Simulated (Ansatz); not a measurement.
# SiNi+ (doublet): energies up the ladder

Aim: energies up the ladder, for SiNi+ (doublet), with the cost of each level. Charge +1. Spin multiplicity 2.

Computed with Ansatz 0.2.0 (the levels named in each step, unless a step's input says otherwise).

## (1) The starting structure

Bond lengths: Si1–Ni2 2.127 Å.

As a file:

```xyz
2

Si    0.0000    0.0000    0.0000
Ni    0.0000    0.0000    2.1274
```

## (2) A rough first relaxation, PBE-D4/def2-SVP

The input, input.yaml:

```yaml
crystal:
  periodic: [false, false, false]
  atoms:
    - { symbol: Si, position_ang: [0.0, 0.0, 0.0] }
    - { symbol: Ni, position_ang: [0.0, 0.0, 2.12742] }
magnetization:
  spin_polarized: true
  initial_magnetization: 1
total_charge: 1
basis:
  gaussian: { orbitals: def2-SVP }
hamiltonian:
  xc: pbe
  dispersion: d4
relax:
  f_tol: 0.03
  max_steps: 200
```

Command:

```
> ansatz run input.yaml --threads 2 --pin off --max-ram 5120MiB --backend cpu --events-out ev --progress --plain --runs-dir out
```

Further steps of the session: Relaxation, PBE0-D4/def2-TZVPP; Frequencies, PBE0-D4/def2-TZVPP; Single point, PBE-D4/def2-TZVPP; Single point, r2SCAN-D4/def2-TZVPP; Single point, B3LYP-D4/def2-TZVPP; Single point, wB97M-V/def2-TZVPP; Single point, B2PLYP/def2-TZVPP; Single point, LDA/def2-TZVPP; Single point, PBE0-D4/def2-SVP; Single point, PBE-D4/def2-SVP.

What does the calculation give? Wanted: Si1–Ni2 at PBE0-D4/def2-TZVPP; frequencies at PBE0-D4/def2-TZVPP; energy at PBE-D4/def2-SVP.

The runs gave:

```
                         quantity          value
    Si1–Ni2 at PBE0-D4/def2-TZVPP        2.032 Å
frequencies at PBE0-D4/def2-TZVPP       424 cm⁻¹
        energy at PBE-D4/def2-SVP  -48892.864 eV
```

What this shows: No mode is imaginary, so the geometry is a minimum. These totals serve in differences with atoms or fragments at the same level; alone they don't rank the methods. <S²> exceeds the pure value by up to 0.48: some mean fields break spin symmetry, which blurs their results.
